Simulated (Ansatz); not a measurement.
This script for Ansatz 0.2.0, Python API starts 4 runs on C2H5IO2, SMILES CC(O)(O)I. What input does the engine get in each?

The script, `run_disp.py`:
```python
"""Size of D3 and D4 in C2H5IO2."""

import warnings

import ansatz as az


def main() -> None:
    warnings.simplefilter("ignore", az.DeckWarning)

    mol = (
        az.Crystal.molecule()
        .atom("C", (-0.7889, -0.7763, 0.1865))
        .atom("C", (0.1635, 0.3652, -0.1225))
        .atom("O", (0.7297, 0.8355, 1.0533))
        .atom("O", (1.273, -0.1241, -0.9408))
        .atom("I", (-0.6898, 1.99, -1.1277))
        .atom("H", (-1.6313, -0.3684, 0.8439))
        .atom("H", (-1.2663, -1.1206, -0.7377))
        .atom("H", (-0.3073, -1.5597, 0.6639))
        .atom("H", (1.0765, 0.055, 1.5706))
        .atom("H", (1.524, 0.6522, -1.3865))
    )

    calc = mol.calculation().basis(gaussian="def2-SVP")
    for name in ["blyp", "revpbe"]:
        for correction in ("d3bj", "d4"):
            r = calc.functional(name, dispersion=correction).run().report
            print(f"{name:8s} {correction:5s} total {r['free_energy_ev']:.5f} eV, of which dispersion {1000 * r['dispersion']['energy']['ev']:.2f} meV")


if __name__ == "__main__":
    main()
```

Run 1:
```yaml
crystal:
  periodic: [false, false, false]
  atoms:
    - { symbol: C, position_ang: [-0.7889, -0.7763, 0.1865] }
    - { symbol: C, position_ang: [0.1635, 0.3652, -0.1225] }
    - { symbol: O, position_ang: [0.7297, 0.8355, 1.0533] }
    - { symbol: O, position_ang: [1.273, -0.1241, -0.9408] }
    - { symbol: I, position_ang: [-0.6898, 1.99, -1.1277] }
    - { symbol: H, position_ang: [-1.6313, -0.3684, 0.8439] }
    - { symbol: H, position_ang: [-1.2663, -1.1206, -0.7377] }
    - { symbol: H, position_ang: [-0.3073, -1.5597, 0.6639] }
    - { symbol: H, position_ang: [1.0765, 0.055, 1.5706] }
    - { symbol: H, position_ang: [1.524, 0.6522, -1.3865] }
basis:
  gaussian:
    orbitals: def2-SVP
hamiltonian:
  xc: blyp
  dispersion: d3bj
```

Run 2, against run 1:
```diff
-  dispersion: d3bj
+  dispersion: d4
```

Run 3, against run 1:
```diff
-  xc: blyp
+  xc: revpbe
```

Run 4, against run 1:
```diff
-  xc: blyp
-  dispersion: d3bj
+  xc: revpbe
+  dispersion: d4
```

```console
$ python run_disp.py
blyp     d3bj  total -14341.99805 eV, of which dispersion -508.23 meV
blyp     d4    total -14342.00950 eV, of which dispersion -519.68 meV
revpbe   d3bj  total -14344.83498 eV, of which dispersion -586.92 meV
revpbe   d4    total -14344.98063 eV, of which dispersion -732.57 meV
```

Reading the output:
- Total energies depend on the basis set; only differences at equal settings carry meaning.
- The geometry is a force-field or estimated start, not a minimum of this method, and the basis set is short of its limit. D4 holds the three-body term, and d3bj doesn't.
- def2 sets replace the cores of elements past krypton by effective core potentials.
- Wall time of the script: 9.8 s on 1 thread of Intel(R) Xeon(R) Platinum 8488C (Sapphire Rapids), with other jobs on the host, peak memory 0.21 GiB.

(Lines on the test bed's own set-up are left out of the output.)
